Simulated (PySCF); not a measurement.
# C5H4F2: the cost of one run

Computed with PySCF 2.14.0, with density-fitted response routines of our own, on a single molecule in the gas phase. Atoms count from 0, in the outputs and in this text.

### 1 The molecule as given

11 atoms, charge 0, multiplicity 1; geometry from: GFN2-xTB.

Bonds of the start (Å): F0–C1 1.33, C1–C2 1.34, C2–F3 1.35, C2–C4 1.42, C4–C5 1.31, C5–C6 1.50, C6–C4 1.50, C1–H7 1.08, C5–H8 1.06, C6–H9 1.08, C6–H10 1.08.

### 2 Excited states and response: PBE0/def2-SVPD

Job settings and geometry (Å):

```
{"job": {"kind": "uv", "xc": "PBE0", "basis": "def2-SVPD", "nstates": 8, "ntriplets": 3}, "charge": 0, "multiplicity": 1}
F      3.219639     0.016730    -0.187913
C      1.921026     0.285792    -0.040122
C      0.957312    -0.623975    -0.220874
F      1.259088    -1.891967    -0.570232
C     -0.419989    -0.333390    -0.063776
C     -1.681714    -0.683401    -0.080537
C     -1.407187     0.745734     0.273423
H      1.716711     1.306908     0.239307
H     -2.435961    -1.415108    -0.225842
H     -1.612947     1.524721    -0.451898
H     -1.510555     1.070626     1.302500
```

Level: TDDFT PBE0/def2-SVPD, vertical, gas phase, core orbitals frozen in the response.

Run with:

```bash
OMP_NUM_THREADS=1 python probes_run.py task.json out
```

This one command runs all jobs of the session in turn.

Q: Estimate the wall time and peak memory of this job on 1 thread of Arm Neoverse N1, shared host.

About 39 s, with a peak of 0.71 GiB.
